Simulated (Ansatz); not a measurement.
Write a Python script for Ansatz 0.2.0, Python API that makes harmonic frequencies at the relaxed geometry of AlFH₃NSi, SMILES [F][Al]1[NH][SiH2]1. Level of theory (for the species named): r2SCAN, def2-SVP basis, multiplicity 1.

```xyz
7

F    -0.5458   -2.7049    1.5436
Al   -0.0456   -1.2840    0.5126
N     1.0132    0.2806    0.2712
Si   -0.4633    0.7987   -0.4130
H     1.6866    0.0667   -0.5332
H    -1.1601    1.8301    0.4386
H    -0.4238    0.9448   -1.8655
```

Script `freq_alfh3nsi.py`:
```python
"""Vibrations of AlFH3NSi."""

import ansatz as az
from ase import Atoms
from ase.thermochemistry import IdealGasThermo
import numpy as np


def main() -> None:
    geometry_ang = [
        ("F", (-0.5458, -2.7049, 1.5436)),
        ("Al", (-0.0456, -1.284, 0.5126)),
        ("N", (1.0132, 0.2806, 0.2712)),
        ("Si", (-0.4633, 0.7987, -0.413)),
        ("H", (1.6866, 0.0667, -0.5332)),
        ("H", (-1.1601, 1.8301, 0.4386)),
        ("H", (-0.4238, 0.9448, -1.8655)),
    ]
    system = az.Crystal.molecule()
    for symbol, xyz in geometry_ang:
        system = system.atom(symbol, xyz)

    base = (
        system.calculation()
        .basis(gaussian="def2-SVP")
        .functional("r2SCAN")
    )
    symbols = [site.symbol for site in system.cartesian_sites]
    start = np.array([site.position_ang for site in system.cartesian_sites], dtype=float)
    def progress(event):
        if event["event"] == "relax_step":
            row = event["data"]
            print(f"step {row['step']:3d}  E = {row['lagrangian_ev']:.6f} eV  max force {row['allowed_force_max_ev_ang']:.4f} eV/A")


    summary = base.relax(force_tolerance=0.003).session().plan().execute(on_event=progress).report
    end = np.array(summary["positions_ang"])

    print("bond        before    after (A)")
    for i, j in [(0, 1), (1, 2), (1, 3), (2, 3), (2, 4), (3, 5), (3, 6)]:
        d0, d1 = (np.linalg.norm(xyz[i] - xyz[j]) for xyz in (start, end))
        print(f"{symbols[i]}{i}-{symbols[j]}{j}".ljust(10), f"{d0:8.4f} {d1:8.4f}")
    for i, j, k in [(0, 1, 2), (0, 1, 3), (2, 1, 3), (1, 2, 3), (1, 2, 4), (3, 2, 4), (1, 3, 2), (1, 3, 5)]:
        u, v = end[i] - end[j], end[k] - end[j]
        print(f"angle {symbols[i]}{i}-{symbols[j]}{j}-{symbols[k]}{k}: {np.degrees(np.arccos(np.clip(u @ v / np.linalg.norm(u) / np.linalg.norm(v), -1, 1))):.2f} deg")

    # frequencies need a stationary point, so they are taken at the relaxed geometry
    minimum = az.Crystal.molecule()
    for symbol, xyz in zip(symbols, end):
        minimum = minimum.atom(symbol, xyz.tolist())
    vibrating = (
        minimum.calculation()
        .basis(gaussian="def2-SVP")  # atom-centred Gaussian functions
        .functional("r2SCAN")
        .phonons(temperatures=(200, 600, 100))
    )
    vib = vibrating.run(threads=1).report["vibrations"]
    sums = vib["harmonic_sums"]
    modes = [m["omega_inv_cm"] for m in sums["modes_at_gamma"] if m["rigid_motion"] == "no"]
    print("frequencies (1/cm):", " ".join(f"{w:.0f}" for w in modes))
    print("imaginary modes:", sum(w < 0 for w in modes), " zero-point energy:", round(sums["zero_point_energy_ev"], 4), "eV")
    # rigid rotor and ideal gas, symmetry number taken as one
    gas = IdealGasThermo(vib_energies=[w / 8065.544 for w in modes if w > 0], geometry="linear" if len(modes) == 3 * len(symbols) - 5 else "nonlinear",
                         atoms=Atoms(symbols, positions=end), symmetrynumber=1, spin=0.0)
    print(f"H(298 K) - E = {gas.get_enthalpy(298.15, verbose=False):.4f} eV")
    print(f"S(298 K, 1 bar) = {96485.33 * gas.get_entropy(298.15, 1e5, verbose=False):.1f} J/(mol K) with symmetry number 1")


if __name__ == "__main__":
    main()
```

`python freq_alfh3nsi.py` gives:
```text
step   1  E = -18719.217653 eV  max force 2.9632 eV/A
step   2  E = -18720.001962 eV  max force 2.1759 eV/A
step   3  E = -18720.445936 eV  max force 1.6451 eV/A
step   4  E = -18720.807308 eV  max force 0.6997 eV/A
step   5  E = -18720.900880 eV  max force 0.2378 eV/A
step   6  E = -18720.911850 eV  max force 0.1706 eV/A
step   7  E = -18720.913563 eV  max force 0.2151 eV/A
step   8  E = -18720.913599 eV  max force 0.2073 eV/A
step   9  E = -18720.914412 eV  max force 0.0107 eV/A
step  10  E = -18720.914426 eV  max force 0.0054 eV/A
step  11  E = -18720.914427 eV  max force 0.0039 eV/A
step  12  E = -18720.914428 eV  max force 0.0004 eV/A
bond        before    after (A)
F0-Al1       1.8254   1.6586
Al1-N2       1.9045   1.7698
Al1-Si3      2.3171   2.2936
N2-Si3       1.7078   1.7995
N2-H4        1.0706   1.0183
Si3-H5       1.5082   1.5002
Si3-H6       1.4604   1.5002
angle F0-Al1-N2: 137.48 deg
angle F0-Al1-Si3: 171.94 deg
angle N2-Al1-Si3: 50.59 deg
angle Al1-N2-Si3: 79.96 deg
angle Al1-N2-H4: 151.99 deg
angle Si3-N2-H4: 128.05 deg
angle Al1-Si3-N2: 49.45 deg
angle Al1-Si3-H5: 126.54 deg
frequencies (1/cm): 153 178 412 422 587 592 681 718 829 938 967 1032 2175 2175 3567
imaginary modes: 0  zero-point energy: 0.9563 eV
H(298 K) - E = 1.1290 eV
S(298 K, 1 bar) = 309.7 J/(mol K) with symmetry number 1
```

What to keep in mind:
- Total energies depend on the basis set; only differences at equal settings carry meaning.
- The frequencies are harmonic and unscaled, in a modest basis. The result belongs to the one conformer reached from this start, and soft torsions count as harmonic oscillators.
- The entropy takes a symmetry number of 1; a symmetric molecule's is lower by R ln(sigma).
- The whole script took 2.2 min on 1 thread of AMD EPYC 7R43 64-Core Processor (Zen 3) (shared host), peak memory 0.29 GiB.

(A comment or docstring line of the script was reworded after the run, the code is as it ran; lines on the test bed's own set-up are left out of the output.)
